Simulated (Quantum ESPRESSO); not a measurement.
Runs of Quantum ESPRESSO 7.5 on Ta. The cell holds a slab with vacuum, 5 atoms: a = 2.860 Å, b = 2.860 Å, c = 24.341 Å, α = 90.00°, β = 90.00°, γ = 109.47°. The slab is cut from a database's or a generator's crystal, which needn't be the stable form of the element.

```csv
smearing,gap on the mesh (eV),largest force (eV/Å),work function (eV)
methfessel-paxton 0.025 eV,none,0.53,4.80
methfessel-paxton 0.1 eV,none,0.53,4.81
methfessel-paxton 0.2 eV,none,0.51,4.82
methfessel-paxton 0.01 eV,none,0.53,4.81
methfessel-paxton 0.05 eV,none,(a),4.80
```

Alike in all rows: task work function; level PBE; potentials or basis PseudoDojo 0.4.1 SR PBE standard; no spin polarisation; cell as given; k mesh 10 × 10 × 1; cutoff (eV) 789.

Estimate the missing entries.

(a) 0.54.

A k mesh can miss the band edges, and the runs leave out spin-orbit coupling on Ta.

A gap of «none» marks a metal or a gap under the smearing width.

Not every run made on this cell is shown here.
